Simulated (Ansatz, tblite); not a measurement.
# The cluster Ga₇Sb₇: rung by rung, part 2 of 2

How do method and basis change the picture of the cluster Ga₇Sb₇ (singlet)?

Ansatz 0.2.0, Gaussian basis; as each input shows. The steps go on from the part before.

## 14. PBE0-D4/def2-SVP

The input, in.yaml:

```yaml
crystal:
  periodic: [false, false, false]
  atoms:
    - {symbol: Ga, position_ang: [-3.646260, 1.239385, -0.044868]}
    - {symbol: Ga, position_ang: [1.033437, -4.119485, 0.644608]}
    - {symbol: Ga, position_ang: [-1.425923, -0.645060, -0.411791]}
    - {symbol: Ga, position_ang: [1.232491, -1.242070, 1.170994]}
    - {symbol: Ga, position_ang: [0.989217, 1.505962, -0.048381]}
    - {symbol: Ga, position_ang: [-1.308445, 3.393068, 0.019054]}
    - {symbol: Ga, position_ang: [3.689656, -1.624062, -0.216573]}
    - {symbol: Sb, position_ang: [-3.669722, -0.659532, -1.684851]}
    - {symbol: Sb, position_ang: [-3.232683, 3.075084, 1.693621]}
    - {symbol: Sb, position_ang: [0.514324, -2.200972, -1.541266]}
    - {symbol: Sb, position_ang: [3.356954, -3.009461, 1.894094]}
    - {symbol: Sb, position_ang: [0.735486, 3.660497, -1.448785]}
    - {symbol: Sb, position_ang: [2.365280, -0.025072, -1.865243]}
    - {symbol: Sb, position_ang: [-0.660511, 0.625119, 1.865387]}
basis:
  gaussian: {orbitals: def2-SVP, fitting: {mean_field: def2-universal-jkfit}, initial_orbitals: start.molden}
hamiltonian: {xc: pbe0, dispersion: d4}
scf: {omitted_lower_state_checks: [starts]}
output: {orbitals: {seedname: orbitals}}
```

Started as:

```bash
$ ansatz run in.yaml --threads 2 --pin off --events-out ev --progress --plain --max-ram 32768MiB --backend cuda --devices 0, --max-vram 18GiB
```

Log:

```text
Functional definition: PBE0
  name "PBE0"
  cite "Adamo & Barone, J. Chem. Phys. 110, 6158 (1999) doi:10.1063/1.478522"
  cite "Perdew, Burke & Ernzerhof, Phys. Rev. Lett. 77, 3865 (1996) doi:10.1103/PhysRevLett.77.3865"
  parent pbe
  parameter a = 0.25
  parameter kappa = 0.804
  parameter beta = 0.06672455060314922
  exchange = (1 - a)*pbe_x(kappa = kappa, mu = beta*pi^2/3) + a*exact_x
  correlation = pbe_c(beta = beta)
these checks for a lower state are left out or cut short: starts
3388 factors; integrals over basis functions are off by at most 2.1e-2 eV
mean field evaluation 1: about -412327.8436 eV, gradient 5.0e1 eV
mean field evaluation 2: about -412328.1772 eV, gradient 4.8e-1 eV
mean field evaluation 4: about -412328.1756 eV, gradient 2.5e-2 eV
mean field -412328.17561487 eV, -15152.7809677708 hartree, gradient 1.6e-5 eV, S^2 0.000000; 0 other end points of the search recorded, 0 dependent functions left out
reference -412328.17565333 eV, -15152.7809691842 hartree; 189, 189 occupied and 217, 217 virtual orbitals, 3388 factors
Total energy: -412330.00962146 eV, -15152.8483662698 hartree
Checks for a lower state left out: starts
```

Run time: 12 s. Hardware: 1 × H100 (card shared with other runs) with 2 threads of AMD EPYC 7R13, shared host; peak host memory 0.94 GiB.

From the report: HOMO -5.38 eV, LUMO -3.39 eV.

## 15. MP2/def2-SVP

Edit in.yaml of step 14 so:

```diff
@@ -18,4 +18,4 @@
 basis:
-  gaussian: {orbitals: def2-SVP, fitting: {mean_field: def2-universal-jkfit}, initial_orbitals: start.molden}
-hamiltonian: {xc: pbe0, dispersion: d4}
+  gaussian: {orbitals: def2-SVP, initial_orbitals: start.molden}
+correlation: {method: mp2}
 scf: {omitted_lower_state_checks: [starts]}
```

Launched as before.

Log:

```text
Functional definition: HF
  name "HF"
  cite "Fock, Z. Phys. 61, 126 (1930) doi:10.1007/BF01340294"
  parent pbe
  exchange = exact_x
  correlation = 0
these checks for a lower state are left out or cut short: starts
4571 factors; integrals over basis functions are off by at most 2.2e-4 eV
mean field evaluation 1: about -411870.9025 eV, gradient 5.8e1 eV
mean field evaluation 2: about -411874.4111 eV, gradient 4.5e0 eV
mean field evaluation 4: about -411874.9312 eV, gradient 9.7e-1 eV
mean field evaluation 8: about -411874.9363 eV, gradient 9.0e-5 eV
mean field -411874.93628601 eV, -15136.1247296521 hartree, gradient 2.3e-6 eV, S^2 0.000000; 0 other end points of the search recorded, 0 dependent functions left out
91 core orbitals not correlated: weight in the atoms' cores, before any rotation towards them, 1.000 or more for the frozen orbitals, at most 0.000 for the correlated occupied ones
reference -411874.93628601 eV, -15136.1247296521 hartree; 98, 98 occupied and 217, 217 virtual orbitals, 4571 factors
second order -63.90236998 eV of doubles, -0.00000000 eV of singles
Total energy: -411938.83865599 eV, -15138.4730984343 hartree
Checks for a lower state left out: starts
```

Run time: 12 s. Hardware: 1 × H100 (card shared with other runs) with 2 threads of AMD EPYC 7R13, shared host; peak host memory 1.2 GiB.

From the report: Hartree-Fock HOMO -6.59 eV, LUMO -1.17 eV.

## 16. RPA/def2-SVP

Edit in.yaml of step 15 so:

```diff
@@ -19,4 +19,4 @@
   gaussian: {orbitals: def2-SVP, initial_orbitals: start.molden}
-correlation: {method: mp2}
+hamiltonian: {xc: pbe}
+correlation: {method: rpa}
 scf: {omitted_lower_state_checks: [starts]}
-output: {orbitals: {seedname: orbitals}}
```

The command is unchanged.

Log, cut to the lines that bear on the results:

```text
Functional definition: PBE
  name "PBE"
  cite "Perdew, Burke & Ernzerhof, Phys. Rev. Lett. 77, 3865 (1996) doi:10.1103/PhysRevLett.77.3865"
  parent pbe
[...]
4571 factors; integrals over basis functions are off by at most 2.2e-4 eV
[...]
mean field -412319.60777295 eV, -15152.4661053877 hartree, gradient 1.3e-6 eV, S^2 0.000000; 0 other end points of the search recorded, 0 dependent functions left out
91 core orbitals not correlated: weight in the atoms' cores, before any rotation towards them, 1.000 or more for the frozen orbitals, at most 0.000 for the correlated occupied ones
reference -411868.00748115 eV, -15135.8701007700 hartree; 98, 98 occupied and 217, 217 virtual orbitals, 4571 factors
Total energy: -411958.09443437 eV, -15139.1807352377 hartree
Checks for a lower state left out: starts
```

It took 16 s on 1 × H100 (card shared with other runs) with 2 threads of AMD EPYC 7R13, shared host; peak host memory 2.5 GiB.

## 17. Levels side by side

| level | functions | HOMO (eV) | LUMO (eV) | gap (eV) | time |
| --- | --- | --- | --- | --- | --- |
| HF/def2-TZVP | 686 | -6.57 | -1.12 | 5.45 | 14 s |
| LDA/def2-TZVP | 686 | -4.94 | -4.00 | 0.94 | 11 s |
| PBE-D4/def2-SVP | 406 | -4.71 | -3.77 | 0.94 | 6.5 s |
| PBE-D4/def2-TZVP | 686 | -4.73 | -3.77 | 0.96 | 11 s |
| r2SCAN-D4/def2-TZVP | 686 | -4.92 | -3.85 | 1.06 | 13 s |
| B97M-V/def2-TZVP | 686 | -4.72 | -3.69 | 1.03 | 19 s |
| PBE0-D4/def2-SVP | 406 | -5.38 | -3.39 | 1.99 | 12 s |
| PBE0-D4/def2-TZVP | 686 | -5.37 | -3.36 | 2.01 | 17 s |
| PBE+5HF/def2-SVP | 406 | -4.84 | -3.70 | 1.14 | 12 s |
| PBE+10HF/def2-SVP | 406 | -4.97 | -3.62 | 1.35 | 7.5 s |
| PBE+15HF/def2-SVP | 406 | -5.11 | -3.55 | 1.56 | 9.5 s |
| PBE+35HF/def2-SVP | 406 | -5.66 | -3.23 | 2.42 | 10 s |
| PBE+50HF/def2-SVP | 406 | -6.08 | -2.99 | 3.09 | 8 s |

Energy pieces by basis (eV):

```csv
basis,HF,MP2 correlation,total
def2-SVP,-411874.9363,-63.9024,-411938.8387 (MP2)
```

## 18. Binding energy

Free atoms were run apart at each level; binding is atoms less cluster, divided by the number of atoms, without zero-point or spin-orbit terms.

| level | binding an atom (eV) |
| --- | --- |
| HF/def2-SVP | 0.763 |
| HF/def2-TZVP | 0.797 |
| LDA/def2-TZVP | 2.930 |
| PBE-D4/def2-SVP | 2.437 |
| PBE-D4/def2-TZVP | 2.455 |
| r2SCAN-D4/def2-TZVP | 2.297 |
| B97M-V/def2-TZVP | 2.242 |
| PBE0-D4/def2-SVP | 2.299 |
| PBE0-D4/def2-TZVP | 2.326 |
| RPA/def2-SVP | 1.827 |
| MP2/def2-SVP | 2.081 |

## 19. Results

The summary covers parts 1 to 2.

```
                                                                  quantity                           value
gap in def2-TZVP, named functionals and Hartree-Fock, smallest and largest     0.94 eV (LDA), 5.45 eV (HF)
                                      gap over the share of exact exchange    0.94 eV at 0, 3.09 eV at 0.5
                                          correlation energy, MP2/def2-SVP                       -63.90 eV
                                 binding an atom, functionals in def2-TZVP  2.24 (B97M-V) to 2.93 eV (LDA)
                           PBE0 total energy, smallest basis above largest  48.24 eV (def2-SVP, def2-TZVP)
```

In words: Orbital gaps of the named functionals and Hartree-Fock in def2-TZVP span 0.94 eV (LDA) to 5.45 eV (HF); exact exchange widens it. Raising the share of exact exchange from 0 to 0.5 moves the HOMO by -1.37 eV and the LUMO by +0.78 eV.

The slowest run with a step of its own, B97M-V/def2-TZVP, took 19 s; the quickest functional in def2-TZVP took 11 s (shared host).
